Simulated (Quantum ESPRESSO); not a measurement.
**WSe3 in Quantum ESPRESSO: the effect of functional**

Crystal: WSe3.

```
W Se
1.0
     2.68514    0.00000    0.00000
     0.00000    2.68514    0.00000
     0.00000    0.00000   13.19359
W Se
1 3
Cartesian
  0.0000 0.0000 0.0000
  0.0000 0.0000 2.5981
  0.0000 0.0000 6.5968
  0.0000 0.0000 10.5955
```

The cell was built by a generator and needn't be a form met in nature.

Alike in all runs:

* Program: Quantum ESPRESSO 7.5
* Task: phonons
* Cutoff: 762 eV
* Density cutoff: 6095 eV
* k mesh: 6 × 6 × 1, shifted
* Occupations: fermi-dirac, width 0.05 eV
* Spin: no spin polarisation

Each run relaxes the cell or the atoms first.

Q: One run gave: relaxed volume 26.18 Å³/atom; highest phonon frequency 230 cm⁻¹. Which functional did it use?
A. PBEsol
B. AM05
C. vdW-DF-cx
D. RPBE
E. revPBE

A: D.

| functional | potentials or basis | relaxed volume (Å³/atom) | highest phonon frequency (cm⁻¹) |
| --- | --- | --- | --- |
| LDA | GBRV 1.5 LDA | 20.74 | 228 |
| PBEsol | GBRV 1.5 PBEsol | 21.32 | 228 |
| RPBE | GBRV 1.5 PBE | 26.18 | 230 |
| revPBE | GBRV 1.5 PBE | 25.60 | 230 |
| AM05 | GBRV 1.5 PBE | 21.76 | 233 |
| vdW-DF-cx | GBRV 1.5 PBE | 21.40 | 226 |

Caveats: all runs use coarse meshes; the mesh is thin for the phonons of a metal; the layers were relaxed without a dispersion term, so their spacing and the soft interlayer modes are unreliable (some runs); this functional lacks dispersion, which binds the layers, so the pressure and a relaxed spacing across them are unreliable (some runs); the potentials were made for another functional, which shifts forces and pressure (some runs); some modes are imaginary (some runs).

Runs at the PBE level aren't shown here.
